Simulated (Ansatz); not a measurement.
**Convergence study of Sr3GeN**

Which SCF settings change the result for Sr3GeN, and which only the effort? The default run comes first. System: Sr₃GeN, a randomly packed, unrelaxed cell; the cell holds 5 atoms.

Program: Ansatz 0.2.0. Level of theory: DFT PBE, PAW, plane waves, scalar-relativistic. These are calculated values, not measurements.

## Step 1: The structure to begin with

The structure is triclinic, space group P1 (No. 1). The conventional cell has a = 4.163 Å, b = 5.507 Å, c = 5.834 Å, α = 98.25°, β = 96.08°, γ = 93.01°. N (site symmetry 1) is surrounded by 1 Ge at 2.13 Å and 4 Sr at 2.59 to 3.12 Å. Ge (site symmetry 1) is surrounded by 1 N at 2.13 Å. Sr (site symmetry 1) is surrounded by 1 N at 2.59 Å and 2 Ge at 2.89 to 2.90 Å. Sr (site symmetry 1) is surrounded by 1 Ge at 2.90 Å and 2 N at 3.06 to 3.12 Å. Sr (site symmetry 1) has 3 Ge at 3.00 to 3.55 Å and 4 Sr at 3.35 to 3.46 Å and 3 N at 3.36 to 3.68 Å as nearest neighbours.

As a file:

```
CELL_PARAMETERS angstrom
5.48847 0.42380 0.14556
-1.29120 5.66774 0.49920
0.10073 0.11075 4.15984
ATOMIC_POSITIONS crystal
N 0.74677 0.43724 0.31668
Ge 0.66792 0.06865 0.31495
Sr 0.81734 0.77230 0.84678
Sr 0.27652 0.67633 0.34415
Sr 0.26533 0.21760 0.92076
```

Atoms are counted from 1 in the order of input.yaml (Sr5 and so on).

Changes shown after the default run: 1 band beyond the filled ones; Broyden, β 0.3, preconditioner Kerker; k-point mesh 2x2x3; Anderson, β 0.8, backtracking line search; Anderson, β 0.5, backtracking line search; Broyden, β 0.7, history 2, no preconditioner; Fermi–Dirac smearing, width 0.05 eV; Broyden, β 0.5, history 4, no preconditioner; direct minimisation; Fermi–Dirac width 0.0005 eV, no switch to direct minimisation.

The search for lower states is off throughout, and inputs that name a mixer don't switch to direct minimisation unless they say so. Spin polarisation is off.

## Step 2: Default SCF settings

File input.yaml:

```yaml
crystal:
  lattice:
    - [5.488468, 0.423801, 0.145563]
    - [-1.291201, 5.667741, 0.499204]
    - [0.100726, 0.110752, 4.159841]
  atoms:
    - { symbol: "N", position: [0.746771, 0.437237, 0.316677] }
    - { symbol: Ge, position: [0.66792, 0.068653, 0.314948] }
    - { symbol: Sr, position: [0.817343, 0.772301, 0.846779] }
    - { symbol: Sr, position: [0.276515, 0.67633, 0.344148] }
    - { symbol: Sr, position: [0.265328, 0.217601, 0.92076] }
hamiltonian:
  xc: pbe
  pseudopotentials: { kind: paw }
basis:
  ecutwfc: 420
kpoints:
  mp_grid: { grid: [4, 4, 6] }
scf:
  occupations: { method: fermi_dirac, width: 0.05 }
  lower_state_search: "off"
output:
  forces: true
  stress: true
  write_density: true
  write_potential: true
  elf: true
  volumetric_format: npy
```

Launch:

```bash
$ ansatz run input.yaml --threads 2 --pin off --max-ram 5120MiB --backend cpu --events-out ev --progress --plain --runs-dir out
```

**Question.** Each change named above is then made alone on this input. How many iterations does the default take, and what do the changes move? Wanted: largest shift of the free energy by occupations, cutoff, mesh or field.

**Answer**, as computed:

| quantity | value |
| --- | --- |
| default run | 8 iterations, with no gap on the k-mesh |
| fewest iterations to that state among the runs shown (an iteration of direct minimisation costs more) | 7 (direct minimisation) |
| most iterations to it | 21 (Broyden, β 0.7, history 2, no preconditioner) |
| runs that end in another state, among changes of path alone | 0 |
| largest shift of the free energy by occupations, cutoff, mesh or field | +11.5 meV/atom (k-point mesh 2x2x3) |

In words: 9 runs solve the same problem and reach the default's state, in 7 to 21 iterations: there the settings change the path, not the answer. Occupations, cutoff, mesh and fields change the problem that is solved, not just the path; the largest shift here is that of “k-point mesh 2x2x3”. Counts include iterations that the program adds to test a close, so a difference of one or two ranks nothing. The starting density is a sum of atomic densities corrected by a trained network, so it is already close to self-consistency.
